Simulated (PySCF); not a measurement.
# CuI4 ([CuI4]-): the cost of one run

Programs: PySCF 2.14.0, with routines of our own; each step states its level. All values are computed. Atoms count from 0.

## Step 1: The starting structure

5 atoms, charge -1, states of the metal's open shell are computed; geometry from: model start, shaken.

## Step 2: Optimising the geometry at PBE0-D3(BJ)/def2-SVP

The job: settings as JSON, then the geometry in Å.

```
{"job": {"xc": "PBE0", "basis": "def2-SVP", "d3": "d3bj", "grid": 1, "maxiter": 45, "kind": "geom"}, "charge": -1, "metal": "Cu", "open_shell": "d8"}
Cu     0.000020     0.004480    -0.004110
I      2.466640    -0.006820    -0.014870
I     -2.479100     0.020100    -0.007380
I     -0.009310     2.487350     0.005350
I      0.001580    -2.493960    -0.000440
```

Command:

```
$ OMP_NUM_THREADS=1 python lf_run.py task.json out
```

One launch serves the whole session: the jobs run in the order shown.

Q: Estimate the wall time and peak memory of this first job on 1 thread of AMD EPYC 7R43, shared host.

About 1.7 min, with a peak of 0.66 GiB.
